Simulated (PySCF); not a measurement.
**[GeF3]-: one geometry, several methods**

How much do the numbers for [GeF3]- (singlet) hang on the method? All levels run at one geometry, the PBE0 minimum.

Computed with PySCF 2.14.0. Level: several methods, basis Ge def2-SVPD, F def2-SVPD, no relativity, density fitting.

## 1. The starting structure

4 atoms, charge -1, spin multiplicity 1.

Bond lengths: Ge1–F2 1.836 Å, Ge1–F3 1.836 Å, Ge1–F4 1.836 Å. Angles: F2–Ge1–F3 95.1°, F2–Ge1–F4 95.1°, F3–Ge1–F4 95.1°.

Coordinates in bohr (charge -1 multiplicity 1):
```
Ge    0.0000    0.0000   -0.7907
F     2.9567    0.0000    1.0239
F    -1.4784    2.5606    1.0239
F    -1.4783   -2.5606    1.0239
```

## 2. PBE0

The steps are one call of a driver around PySCF; scf.py gives each level's set-up. Each SCF starts from the density of the minimum. The driver also runs the species with one electron less or more at the same geometry (one less: multiplicity 2); their logs are not shown.

scf.py

```python
from pyscf import gto, scf, dft
mol = gto.M(atom='''
Ge     0.000000     0.000000    -0.418423
F      1.564631     0.000011     0.541838
F     -0.782326     1.355005     0.541837
F     -0.782306    -1.355017     0.541836''',
    basis={'Ge': 'def2-SVPD', 'F': 'def2-SVPD'},
    charge=-1, spin=0)
mf = dft.RKS(mol, xc='PBE0')
mf.grids.atom_grid = (75, 302)
aux = {'Ge': 'def2-universal-JKFIT', 'F': 'def2-universal-JKFIT'}
mf = mf.density_fit(auxbasis=aux)
mf.kernel()
```

## 3. HF

Changes to scf.py since step 2:

```diff
@@ -9,2 +9 @@
-mf = dft.RKS(mol, xc='PBE0')
-mf.grids.atom_grid = (75, 302)
+mf = scf.RHF(mol)
```

## 4. PBE

Changes to scf.py since step 3:

```diff
@@ -9 +9,2 @@
-mf = scf.RHF(mol)
+mf = dft.RKS(mol, xc='PBE')
+mf.grids.atom_grid = (75, 302)
```

## 5. r2SCAN

Changes to scf.py since step 4:

```diff
@@ -9,2 +9,2 @@
-mf = dft.RKS(mol, xc='PBE')
-mf.grids.atom_grid = (75, 302)
+mf = dft.RKS(mol, xc='R2SCAN')
+mf.grids.atom_grid = (90, 434)
```

(Steps that only read results are left out.)

**Question.** What will these runs give? Wanted: vertical ionisation energy, range; orbital gap, range.

As calculated:

| quantity | value |
| --- | --- |
| vertical ionisation energy, range | 3.74 (HF) to 4.40 (PBE0) eV |
| orbital gap, range | 5.32 (PBE) to 11.41 (HF) eV |

In words: The vertical ionisation energy spreads over 0.66 eV, from HF to PBE0; without a CCSD(T) value for it there is no yardstick here.
